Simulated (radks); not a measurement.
# Valence configurations of Sn³⁺

An exercise on one series of results from a longer session: the logs are not shown, and one member is left open.

Method: scalar-relativistic Kohn-Sham, PBE, spin-polarised, spherical densities, point nucleus; open shells are filled with parallel spins first. Code: radks (a radial shooting solver on a logarithmic mesh, Libxc functionals) version 1.

## The atom as given

| Item | Value |
| --- | --- |
| element | tin (Z = 50) |
| charge | +3 |
| electrons | 47 |
| configuration | [Kr] 4d10 5s1 |
| others tried | 4d9 5s1 5p1; 4d9.5 5s1 5p0.5; 4d9.5 5s0.5 5p1; 4d9 5s2; 4d8 5s1 5p2; 4d10 5p1; 4d8.5 5s1 5p1.5; 4d9.5 5s1.5; 4d8 5s2 5p1 |

The outer shells:

Sn³⁺
```
[Kr] core
4d [↑↓][↑↓][↑↓][↑↓][↑↓]
5s [↑ ]
```

The first run:

The run's settings:

```text
Z 50
configuration [Kr] 4d10 5s1
relativity scalar-relativistic
functional pbe,pbe
spin polarised
nucleus point
c 137.035999084
```

Steps of the session up to this table: [Kr] 4d10 5s1.

One table of the session follows, with a row left open; its other results are not shown here.

Radial moments (bohr):

| level | <r> | outermost maximum (interpolated) | 90 % within | nodes |
| --- | --- | --- | --- | --- |
| 4s up | ? | ? | ? | ? |
| 4s down | 0.8181 | 0.746 | 1.18 | 3 |
| 4p up | 0.8853 | 0.788 | 1.30 | 2 |
| 4p down | 0.8841 | 0.788 | 1.30 | 2 |
| 4d up | 1.084 | 0.886 | 1.68 | 1 |
| 4d down | 1.077 | 0.885 | 1.66 | 1 |
| 5s up | 2.118 | 1.89 | 3.05 | 4 |
| 5s down | 2.112 | 1.89 | 3.04 | 4 |

Q: Estimate the row for 4s up from the others.

The run gave: <r>: 0.8185; outermost maximum (interpolated): 0.746; 90 % within: 1.18; nodes: 3. In the column «<r>» it lies between 4s down (0.8181) and 4p down (0.8841).
